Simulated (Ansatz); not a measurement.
**C4H9Br: ionisation energy by level of theory**

Aim: the vertical ionisation energy of C4H9Br, as cation minus neutral at the neutral's geometry, on several levels, and how well −ε(HOMO) stands in for it.

Method: unrestricted cation, the program's frozen cores in correlated methods; program: Ansatz 0.2.0, Gaussian basis.

Levels to be run: UKS PBE-D4/def2-TZVPP; UKS r2SCAN-D4/def2-TZVPP; UKS PBE0-D4/def2-TZVPP; UKS B3LYP-D4/def2-TZVPP; UKS wB97X-V/def2-TZVPP; UKS wB97M-V/def2-TZVPP; UKS B2PLYP/def2-TZVPP; UHF-CCSD(T)/def2-TZVPP; UHF-MP2/def2-QZVPP; extrapolation to the limit; then −ε(HOMO) from the neutral's earlier runs with LDA (SPW92), PBE-D4, revPBE-D4, BLYP-D4, r2SCAN-D4, B97M-V, PBE0-D4, B3LYP-D4, r2SCANh-D4, r2SCAN0-D4, HSE06-D4, BHLYP-D4, CAM-B3LYP-D4, LC-ωPBE, ωB97X-V, ωB97M-V.

### 1 The geometry

The geometry comes from an earlier relaxation with PBE0-D4 in a triple-zeta def2 set; it is a stationary point, not always the lowest conformer.

SMILES `CC(C)(C)Br`, 14 atoms, charge 0, spin multiplicity 1.

Atoms are counted from 1 here; the program's logs count them from 0.

Bond lengths: C1–C2 1.514 Å, C1–H6 1.091 Å, C1–H7 1.091 Å, C1–H8 1.095 Å, C2–C3 1.514 Å, C2–C4 1.514 Å, C2–Br5 1.991 Å, C3–H9 1.091 Å, C3–H10 1.091 Å, C3–H11 1.095 Å, C4–H12 1.095 Å, C4–H13 1.091 Å, C4–H14 1.091 Å. Angles: C2–C1–H6 111.3°, C2–C1–H7 111.3°, C2–C1–H8 109.0°, H6–C1–H7 108.6°, H6–C1–H8 108.3°, H7–C1–H8 108.3°, C1–C2–C3 111.8°, C1–C2–C4 111.8°, C1–C2–Br5 107.1°, C3–C2–C4 111.8°, C3–C2–Br5 107.1°, C4–C2–Br5 107.1°, C2–C3–H9 111.3°, C2–C3–H10 111.3°, C2–C3–H11 109.0°, H9–C3–H10 108.6°, H9–C3–H11 108.3°, H10–C3–H11 108.3° and more.

### 2 Cation, UKS PBE-D4/def2-TZVPP

Input file in.yaml:

```yaml
crystal:
  periodic: [false, false, false]
  atoms:
    - {symbol: C, position_ang: [-1.357643, 0.480435, 0.196991]}
    - {symbol: C, position_ang: [0.101860, 0.262548, -0.142584]}
    - {symbol: C, position_ang: [0.946519, 0.079108, 1.100744]}
    - {symbol: C, position_ang: [0.286703, -0.878717, -1.120491]}
    - {symbol: Br, position_ang: [0.744422, 1.916021, -1.046465]}
    - {symbol: H, position_ang: [-1.485446, 1.330932, 0.867739]}
    - {symbol: H, position_ang: [-1.951483, 0.654273, -0.701182]}
    - {symbol: H, position_ang: [-1.744210, -0.413878, 0.697525]}
    - {symbol: H, position_ang: [0.840472, 0.925816, 1.780028]}
    - {symbol: H, position_ang: [2.001757, -0.034306, 0.849369]}
    - {symbol: H, position_ang: [0.618196, -0.825344, 1.624141]}
    - {symbol: H, position_ang: [-0.058241, -1.807456, -0.653339]}
    - {symbol: H, position_ang: [1.335784, -1.000994, -1.392634]}
    - {symbol: H, position_ang: [-0.291691, -0.717640, -2.031044]}
basis:
  gaussian: {orbitals: def2-TZVPP}
total_charge: 1
magnetization: {spin_polarized: true, initial_magnetization: 1}
hamiltonian: {xc: pbe, dispersion: d4}
```

Command:

```
> ansatz run in.yaml --threads 2 --pin off --events-out ev --progress --plain --max-ram 32768MiB --backend cuda --devices 0, --max-vram 18GiB
```

After this run come: Cation, UKS r2SCAN-D4/def2-TZVPP; Cation, UKS PBE0-D4/def2-TZVPP; Cation, UKS B3LYP-D4/def2-TZVPP; Cation, UKS wB97X-V/def2-TZVPP; Cation, UKS wB97M-V/def2-TZVPP; Cation, UKS B2PLYP (frozen core)/def2-TZVPP; Cation, UHF-CCSD(T)/def2-TZVPP; Cation, UHF-MP2/def2-QZVPP.

Q: Predict the results of all the runs planned. Wanted: ionisation energy, CCSD(T)/CBS; nearest functional by difference; nearest −ε(HOMO); −ε(HOMO) of PBE; T1 of the cation.

**Answer**, as computed:

| quantity | value |
| --- | --- |
| ionisation energy, CCSD(T)/CBS | 10.28 eV |
| nearest functional by difference | ωB97X-V (-0.19 eV) |
| nearest −ε(HOMO) | ωB97X-V (-0.16 eV) |
| −ε(HOMO) of PBE | 6.43 eV |
| T1 of the cation | 0.013 |

**Reading.** By cation minus neutral, the functionals miss by 0.45 eV at most. The PBE orbital energy is 3.9 eV too small: a semilocal HOMO is no ionisation energy. Among orbital estimates ωB97X-V comes nearest. Hartree-Fock falls 1.26 eV short, as the neutral has more correlation energy than the cation. The cation may have settled in a state other than its lowest; no search over hole states beyond the program's own was made. Correlated methods include outer-core shells of Br, which these sets cover unevenly. With outer-core shells in play the reference is unsure by up to some tenths of an eV, so close misses can't be ranked.
